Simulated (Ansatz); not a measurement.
# ClGeH₄N: vertical ionisation energy

The task here is to estimate one member of a computed series from the others.

The runs use Ansatz 0.2.0, Gaussian basis; unrestricted cation, the program's frozen cores in correlated methods.

Levels to be run: UKS PBE-D4/def2-TZVPP; UKS r2SCAN-D4/def2-TZVPP; UKS PBE0-D4/def2-TZVPP; UKS B3LYP-D4/def2-TZVPP; UKS wB97X-V/def2-TZVPP; UKS wB97M-V/def2-TZVPP; UKS B2PLYP/def2-TZVPP; UHF-CCSD(T)/def2-TZVPP; UHF-CCSD(T)/def2-QZVPP; extrapolation to the limit; then −ε(HOMO) from the neutral's earlier runs with LDA (SPW92), PBE-D4, revPBE-D4, BLYP-D4, r2SCAN-D4, B97M-V, PBE0-D4, B3LYP-D4, r2SCANh-D4, r2SCAN0-D4, HSE06-D4, BHLYP-D4, CAM-B3LYP-D4, LC-ωPBE, ωB97X-V, ωB97M-V.

## The geometry

The geometry comes from an earlier relaxation with PBE0-D4 in a triple-zeta def2 set; it is a stationary point, not always the lowest conformer.

SMILES `[NH2][GeH2][Cl]`, 7 atoms, charge 0, spin multiplicity 1.

Atoms are counted from 1 here; the program's logs count them from 0.

Bond lengths: N1–Ge2 1.818 Å, N1–H4 1.010 Å, N1–H5 1.010 Å, Ge2–Cl3 2.176 Å, Ge2–H6 1.530 Å, Ge2–H7 1.530 Å. Angles: Ge2–N1–H4 115.0°, Ge2–N1–H5 115.0°, H4–N1–H5 109.1°, N1–Ge2–Cl3 112.8°, N1–Ge2–H6 108.7°, N1–Ge2–H7 108.7°, Cl3–Ge2–H6 105.8°, Cl3–Ge2–H7 105.8°, H6–Ge2–H7 115.1°.

Set-up of the first run:

in.yaml

```yaml
crystal:
  periodic: [false, false, false]
  atoms:
    - {symbol: N, position_ang: [-0.792887, 0.515542, -0.722678]}
    - {symbol: Ge, position_ang: [0.579883, 0.003327, 0.353226]}
    - {symbol: Cl, position_ang: [0.394497, -2.054565, 1.034501]}
    - {symbol: H, position_ang: [-1.700870, 0.526836, -0.279600]}
    - {symbol: H, position_ang: [-0.858894, 0.014672, -1.597694]}
    - {symbol: H, position_ang: [0.559310, 0.864877, 1.617190]}
    - {symbol: H, position_ang: [1.880162, 0.061312, -0.450645]}
basis:
  gaussian: {orbitals: def2-TZVPP}
total_charge: 1
magnetization: {spin_polarized: true, initial_magnetization: 1}
hamiltonian: {xc: pbe, dispersion: d4}
```

Run with:

```bash
$ ansatz run in.yaml --threads 2 --pin off --events-out ev --progress --plain --max-ram 32768MiB --backend cpu
```

Steps of the session up to this table: Cation, UKS PBE-D4/def2-TZVPP; Cation, UKS r2SCAN-D4/def2-TZVPP; Cation, UKS PBE0-D4/def2-TZVPP; Cation, UKS B3LYP-D4/def2-TZVPP; Cation, UKS wB97X-V/def2-TZVPP; Cation, UKS wB97M-V/def2-TZVPP; Cation, UKS B2PLYP (frozen core)/def2-TZVPP; Cation, UHF-CCSD(T)/def2-TZVPP; Cation, UHF-CCSD(T)/def2-QZVPP.

One table of the session follows, with a row left open; its other results are not shown here.

Orbital estimates, from the neutral's runs:

```
  functional  −ε(HOMO) (eV)
 LDA (SPW92)           6.65
      PBE-D4           6.49
   revPBE-D4           6.44
     BLYP-D4           6.36
   r2SCAN-D4           6.82
      B97M-V           6.92
     PBE0-D4           7.93
    B3LYP-D4           7.67
  r2SCANh-D4           7.36
  r2SCAN0-D4              ?
    HSE06-D4           7.53
    BHLYP-D4           9.27
CAM-B3LYP-D4           9.34
     LC-ωPBE          10.76
     ωB97X-V          10.38
     ωB97M-V          10.26
```

Q: Estimate the row for r2SCAN0-D4 from the others.

Worked estimate for «−ε(HOMO) (eV)». Against the share of exact exchange, r2SCAN-D4 (0, 6.82), r2SCANh-D4 (0.1, 7.36) give a slope of 5.40 per unit share; at 0.25 the line stands at 8.17.

The run gave: −ε(HOMO) (eV): 8.16. In «−ε(HOMO) (eV)» the line misses by +0.01.

To keep in mind: The cation may have settled in a state other than its lowest; no search over hole states beyond the program's own was made.
